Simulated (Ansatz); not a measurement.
# LuBi: the cost of one run

Program: Ansatz 0.2.0. Level of theory: reference: DFT, HSE06, plane waves, PAW. These are calculated values, not measurements.

3 further runs of the same task are left out: 1 for a known fault of the program, 2 that didn't finish.

**1. Starting point**

Symmetry: P6_3/mmc, No. 194, hexagonal system. Conventional cell: a = 4.390 Å, b = 4.390 Å, c = 7.323 Å, α = 90.00°, β = 90.00°, γ = 120.00°. Lu (site symmetry -3m) has 6 Bi at 3.13 Å as nearest neighbours. Bi (site symmetry -6m2) is surrounded by 6 Lu at 3.13 Å.

As a file:

```
CELL_PARAMETERS angstrom
4.39011 0.00000 0.00000
-2.19506 3.80195 0.00000
0.00000 0.00000 7.32316
ATOMIC_POSITIONS crystal
Lu 0.00000 0.00000 0.00000
Lu 0.00000 0.00000 0.50000
Bi 0.33333 0.66667 0.25000
Bi 0.66667 0.33333 0.75000
```

**2. Reference**

input.yaml

```yaml
crystal:
  lattice:
    - [4.3901144802, 0.0, 0.0]
    - [-2.1950572401, 3.8019506654, 0.0]
    - [0.0, 0.0, 7.323156224]
  atoms:
    - { symbol: Lu, position: [0.0, 0.0, 0.0] }
    - { symbol: Lu, position: [0.0, 0.0, 0.5] }
    - { symbol: Bi, position: [0.3333333333, 0.6666666667, 0.25] }
    - { symbol: Bi, position: [0.6666666667, 0.3333333333, 0.75] }
kpoints:
  mp_grid: { grid: [6, 6, 2] }
hamiltonian:
  xc: hse06
scf:
  occupations: { method: fermi_dirac, width: 0.02 }
  n_extra_bands: 5
output:
  forces: true
  stress: true
  eigenvalues: true
  write_density: true
  write_potential: true
  elf: true
  volumetric_format: npy
```

Run with:

```console
$ ansatz run input.yaml --threads 4 --pin off --max-ram 3686MiB --backend cpu --events-out ev --progress --plain --runs-dir out
```

Q: Estimate wall time and peak memory on 4 threads of an x86-64 CPU, shared host.

About 67 s, with a peak of 2.3 GiB.
